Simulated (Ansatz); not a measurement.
# MnS: the cost of one run

Method: DFT PBE+U (U_eff = 3.9 eV on Mn 3d), scalar-relativistic, plane waves, PAW, in Ansatz 0.2.0.

The COD entry's cell or inner coordinates are ideal or old and differ from later refinements, so a difference from it is no clean test against experiment.

**1. The starting structure**

It takes space group Fm-3m (No. 225, cubic). The conventional cell has a = 5.309 Å, b = 5.309 Å, c = 5.309 Å, α = 90.00°, β = 90.00°, γ = 90.00°. Mn (site symmetry m-3m) is surrounded by 6 S at 2.65 Å. Around S (site symmetry m-3m) lie 6 Mn at 2.65 Å.

Structure file:

```cif
data_structure
_symmetry_space_group_name_H-M 'P 1'
_symmetry_Int_Tables_number 1
_cell_length_a 3.7538
_cell_length_b 3.7538
_cell_length_c 3.7538
_cell_angle_alpha 60.000
_cell_angle_beta 60.000
_cell_angle_gamma 60.000
_cell_volume 37.40
loop_
_atom_site_label
_atom_site_type_symbol
_atom_site_fract_x
_atom_site_fract_y
_atom_site_fract_z
_atom_site_occupancy
Mn1 Mn 0.00000 0.00000 0.00000 1
S1 S 0.50000 0.50000 0.50000 1
```

An earlier run at PBE+U (U_eff = 3.9 eV on Mn 3d) left this cell at 18.701 Å³/atom and -0.02 GPa (8×8×8 mesh).

**2. Coarse mesh, to find the state of the open shells**

input.yaml

```yaml
crystal:
  lattice:
    - [0.0, 2.6543123056, -2.6543123056]
    - [0.0, 2.6543123056, 2.6543123056]
    - [5.3086246112, 0.0, 0.0]
  atoms:
    - { symbol: Mn, position: [0.0, 0.0, 0.0], spin: 5.0 }
    - { symbol: S, position: [0.0, 1.0, 0.5] }
    - { symbol: Mn, position: [0.5, 0.5, 0.5], spin: -5.0 }
    - { symbol: S, position: [0.5, 1.5, 1.0] }
basis:
  ecutwfc: 420
  ecutrho_ratio: 4
kpoints:
  mp_grid: { grid: [4, 4, 3] }
hamiltonian:
  xc: pbe
  hubbard: { sites: [{ species: Mn, l: d, u_eff: 3.9 }] }
scf:
  occupations: { method: gaussian, width: 0.05 }
output:
  forces: true
  stress: true
  eigenvalues: true
  populations: true
  hubbard: { sites: [{ species: Mn, l: d }] }
magnetization:
  spin_polarized: true
```

Run with:

```bash
$ ansatz run input.yaml --threads 2 --pin off --max-ram 5120MiB --backend cpu --events-out ev --progress --plain --runs-dir out
```

**Question.** How long does this run take on 2 threads of AMD EPYC (Zen 3), shared host, and how much memory does it need?

About 12 s, with a peak of 0.42 GiB.
